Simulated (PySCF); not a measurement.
# C6H8O2SSi: the cost of one run

Programs: PySCF 2.14.0, with routines of our own; each step states its level. All values are computed. Atoms count from 0.

## (1) The starting structure

18 atoms, charge 0, multiplicity 1; geometry from: GFN2-xTB.

## (2) Vibronic structure: TDDFT B3LYP/def2-SV(P)

The job: settings as JSON, then the geometry in Å.

```
{"job": {"kind": "vib", "xc": "B3LYP", "basis": "def2-SV(P)", "tda": false}, "charge": 0, "multiplicity": 1}
O     -0.481234     0.853427    -1.941386
C     -0.220435     0.031496    -1.067740
C     -1.154936    -1.069330    -0.746826
Si    -2.668354    -0.206886     0.088017
O     -2.998518     1.105378    -0.786941
C      0.975542     0.188136    -0.252671
C      1.427018    -0.500571     0.845830
C      2.630368     0.014043     1.353915
C      3.081124     1.084220     0.639009
S      2.049779     1.490684    -0.661482
H     -1.517701    -1.508048    -1.674214
H     -0.712560    -1.843366    -0.133030
H     -3.810762    -1.108176     0.020879
H     -2.286345     0.166051     1.449738
H     -2.347391     1.378800    -1.446495
H      0.915371    -1.339076     1.282418
H      3.140171    -0.389709     2.210364
H      3.970103     1.659244     0.808959
```

Method: TDDFT B3LYP/def2-SV(P) vertical-gradient vibronic structure (displaced harmonic oscillators, Condon), gas phase.

Run with:

```bash
OMP_NUM_THREADS=1 python excited_run.py task.json out
```

The driver reads the jobs from task.json and runs them one after another.

Q: Estimate the wall time and peak memory of this first job on 1 thread of Arm Neoverse V2, shared host.

About 64 s, with a peak of 0.99 GiB.
